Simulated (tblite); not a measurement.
# C4H9B2F2P: the cost of one run

The runs use tblite 0.8.0 and PySCF 2.14.0, with density-fitted response routines of our own; the level of theory stands in each step. All values are computed, except where a source is named. Atoms are numbered from 0 throughout.

### Step 1. The starting structure

18 atoms, charge 0, multiplicity 1; geometry from: force field or distance geometry start.

Bonds of the start (Å): C0–C1 1.34, C1–C2 1.49, C2–B3 1.59, B3–P4 1.93, B3–C5 1.59, C5–B6 1.59, B6–F7 1.45, B6–F8 1.45, C0–H9 1.09, C0–H10 1.09, C1–H11 1.09, C2–H12 1.10, C2–H13 1.12, P4–H14 1.46, P4–H15 1.46, C5–H16 1.10, C5–H17 1.11.

### Step 2. Geometry optimisation with GFN2-xTB

Job settings and geometry (Å):

```
{"job": {"kind": "relax", "xc": "GFN2-xTB", "basis": "xTB"}, "charge": 0, "multiplicity": 1}
C     -1.888100    -1.131900     0.912100
C     -1.297900    -1.272600    -0.280300
C     -0.907800    -0.100100    -1.116900
B      0.349200     0.674200    -0.523500
P      0.187900     2.513800     0.039400
C      1.754400    -0.071500    -0.411300
B      2.168600    -0.267600     1.110900
F      3.372700     0.355000     1.633500
F      1.365400    -1.102200     1.982200
H     -2.164400    -2.003100     1.505600
H     -2.131300    -0.143800     1.300100
H     -1.084100    -2.280900    -0.633400
H     -0.661300    -0.446700    -2.130300
H     -1.776500     0.596100    -1.208800
H     -0.500800     2.929800    -1.180300
H     -1.027300     2.288600     0.809200
H      1.705200    -1.063200    -0.892600
H      2.527400     0.532300    -0.927300
```

Command:

```sh
$ OMP_NUM_THREADS=1 python probes_run.py task.json out
```

This one command runs all jobs of the session in turn.

**Question.** How long does this first job take on 1 thread of Intel Xeon at 2.50GHz, shared host?

About 5.2 s.
